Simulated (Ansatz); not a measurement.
# CaIrO3: the cost of one run

Program: Ansatz 0.2.0. Level of theory: DFT PBEsol+U (U_eff = 2 eV on Ir d), plane waves, PAW, no spin–orbit coupling unless a run says so. These are calculated values, not measurements.

## Step 1: The structure to begin with

Symmetry: Cmcm, No. 63, orthorhombic system. The conventional cell has a = 3.136 Å, b = 9.882 Å, c = 7.299 Å, α = 90.00°, β = 90.00°, γ = 90.00°. Around Ca (site symmetry m2m) lie 8 O at 2.34 to 2.51 Å. Ir (site symmetry 2/m) is surrounded by 6 O at 1.97 to 2.04 Å. Around O (site symmetry m2m) lie 2 Ir at 1.97 Å and 2 Ca at 2.34 Å. O (site symmetry m) is surrounded by 2 Ir at 2.04 Å and 3 Ca at 2.47 to 2.51 Å.

Coordinates:

```
CELL_PARAMETERS angstrom
1.56811 -4.94099 0.00000
1.56811 4.94099 0.00000
0.00000 0.00000 7.29871
ATOMIC_POSITIONS crystal
Ca 0.74966 0.25034 0.75000
Ca 0.25034 0.74966 0.25000
Ir 0.00000 0.00000 0.50000
Ir 0.00000 0.00000 0.00000
O 0.07449 0.92551 0.75000
O 0.92551 0.07449 0.25000
O 0.37333 0.62667 0.55025
O 0.62667 0.37333 0.05025
O 0.62667 0.37333 0.44975
O 0.37333 0.62667 0.94975
```

An earlier series on this cell reached its lowest free state from «ferromagnetic start, free, symmetry kept, no search», perhaps among other starts.

## Step 2: Site moments held (series factor 1.05; the input gives the size)

File input.yaml:

```yaml
crystal:
  lattice:
    - [1.56810981, -4.9409894, 0.0]
    - [1.56810981, 4.9409894, 0.0]
    - [0.0, 0.0, 7.29870911]
  atoms:
    - { symbol: Ca, position: [0.74966, 0.25034, 0.75] }
    - { symbol: Ca, position: [0.25034, 0.74966, 0.25] }
    - { symbol: Ir, position: [0.0, 0.0, 0.5], spin: 0.43 }
    - { symbol: Ir, position: [0.0, 0.0, 0.0], spin: 0.43 }
    - { symbol: O, position: [0.07449, 0.92551, 0.75] }
    - { symbol: O, position: [0.92551, 0.07449, 0.25] }
    - { symbol: O, position: [0.37333, 0.62667, 0.55025] }
    - { symbol: O, position: [0.62667, 0.37333, 0.05025] }
    - { symbol: O, position: [0.62667, 0.37333, 0.44975] }
    - { symbol: O, position: [0.37333, 0.62667, 0.94975] }
basis:
  ecutwfc: 420
  ecutrho_ratio: 4
kpoints:
  mp_grid: { grid: [6, 6, 3] }
hamiltonian:
  xc: pbesol
  hubbard:
    sites:
      - { site: 2, l: d, u_eff: 2.0, starting_ns: [{ spin: up, occupation_matrix: s2up }, { spin: down, occupation_matrix: s2down }] }
      - { site: 3, l: d, u_eff: 2.0, starting_ns: [{ spin: up, occupation_matrix: s3up }, { spin: down, occupation_matrix: s3down }] }
    occupation_matrices:
      s2up:
        matrix:
          - [0.97, 0.0, 0.0, 0.0, 0.0]
          - [0.0, 0.97, 0.0, 0.0, 0.0]
          - [0.0, 0.0, 0.97, 0.0, 0.0]
          - [0.0, 0.0, 0.0, 0.97, 0.0]
          - [0.0, 0.0, 0.0, 0.0, 0.97]
      s2down:
        matrix:
          - [0.02, 0.0, 0.0, 0.0, 0.0]
          - [0.0, 0.02, 0.0, 0.0, 0.0]
          - [0.0, 0.0, 0.02, 0.0, 0.0]
          - [0.0, 0.0, 0.0, 0.02, 0.0]
          - [0.0, 0.0, 0.0, 0.0, 0.02]
      s3up:
        matrix:
          - [0.97, 0.0, 0.0, 0.0, 0.0]
          - [0.0, 0.97, 0.0, 0.0, 0.0]
          - [0.0, 0.0, 0.97, 0.0, 0.0]
          - [0.0, 0.0, 0.0, 0.97, 0.0]
          - [0.0, 0.0, 0.0, 0.0, 0.97]
      s3down:
        matrix:
          - [0.02, 0.0, 0.0, 0.0, 0.0]
          - [0.0, 0.02, 0.0, 0.0, 0.0]
          - [0.0, 0.0, 0.02, 0.0, 0.0]
          - [0.0, 0.0, 0.0, 0.02, 0.0]
          - [0.0, 0.0, 0.0, 0.0, 0.02]
    ns_hold: { iters: 8 }
scf:
  occupations: { method: gaussian, width: 0.05 }
  lower_state_search: "off"
  max_iter: 150
output:
  forces: true
  stress: true
  eigenvalues: true
  populations: true
  hubbard: { sites: [{ site: 2, l: d }, { site: 3, l: d }] }
magnetization:
  spin_polarized: true
  spin_locking: { lock_spins: true }
```

At this filling each channel is wholly full or empty, so no choice of orbitals remains. The typed matrices put 0.97 on the chosen orbitals and 0.02 on the others, and are held for 8 cycles. The lock stays on to the end, so the result is a constrained state unless its moments die out.

Run with:

```sh
$ ansatz run input.yaml --threads 8 --pin off --max-ram 12288MiB --backend cpu --events-out ev --progress --plain --runs-dir out
```

What time and memory should one allow on 8 threads of Arm Neoverse V2, shared host?

About 9.2 s, with a peak of 0.8 GiB.
